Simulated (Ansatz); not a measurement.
# Cl3HSeSi: basis-set convergence

An exercise on one series of results from a longer session: the logs are not shown, and one member is left open.

The runs use Ansatz 0.2.0, Gaussian basis; one geometry, several basis sets.

Plan: PBE0-D4/def2-SVP; ωB97M-V/def2-SVP; PBE0-D4/def2-QZVPP; ωB97M-V/def2-QZVPP; the functionals' def2-TZVPP values are taken from earlier runs.

## The relaxed structure

An earlier PBE0-D4 in a triple-zeta def2 set relaxation fixed the geometry.

SMILES `Cl[Si](Cl)(Cl)[SeH]`, 6 atoms, charge 0, spin multiplicity 1.

Atoms are counted from 1 here; the program's logs count them from 0.

Bond lengths: Cl1–Si2 2.034 Å, Si2–Cl3 2.031 Å, Si2–Cl4 2.034 Å, Si2–Se5 2.249 Å, Se5–H6 1.471 Å. Angles: Cl1–Si2–Cl3 109.4°, Cl1–Si2–Cl4 107.1°, Cl1–Si2–Se5 112.4°, Cl3–Si2–Cl4 109.3°, Cl3–Si2–Se5 106.1°, Cl4–Si2–Se5 112.4°, Si2–Se5–H6 91.5°.

The first run:

in.yaml reads:

```yaml
crystal:
  periodic: [false, false, false]
  atoms:
    - {symbol: Cl, position_ang: [-0.791743, -0.970652, 1.721681]}
    - {symbol: Si, position_ang: [0.205718, -0.427518, 0.034736]}
    - {symbol: Cl, position_ang: [2.111846, -1.122517, 0.125561]}
    - {symbol: Cl, position_ang: [-0.753662, -1.294899, -1.534665]}
    - {symbol: Se, position_ang: [0.366661, 1.804576, -0.184859]}
    - {symbol: H, position_ang: [-1.096821, 1.947011, -0.208654]}
basis:
  gaussian: {orbitals: def2-SVP}
hamiltonian: {xc: pbe0, dispersion: d4}
output: {orbitals: {seedname: orbitals}}
```

Started as:

```console
ansatz run in.yaml --threads 4 --pin off --events-out ev --progress --plain --max-ram 10444MiB
```

Steps of the session up to this table: PBE0-D4 in def2-SVP; ωB97M-V in def2-SVP; PBE0-D4 in def2-QZVPP; ωB97M-V in def2-QZVPP.

One table of the session follows, with a row left open; its other results are not shown here.

| functional | basis | HOMO (eV) |
| --- | --- | --- |
| PBE0-D4 | def2-SVP | -7.64 |
| PBE0-D4 | def2-TZVPP | -7.71 |
| PBE0-D4 | def2-QZVPP | -7.74 |
| ωB97M-V | def2-SVP | ? |
| ωB97M-V | def2-TZVPP | -9.87 |
| ωB97M-V | def2-QZVPP | -9.90 |

Estimate the missing values for ωB97M-V, def2-SVP.

**Answer.** HOMO (eV): -9.77. In the column «HOMO (eV)» it lies between ωB97M-V, def2-TZVPP (-9.87) and PBE0-D4, def2-QZVPP (-7.74).
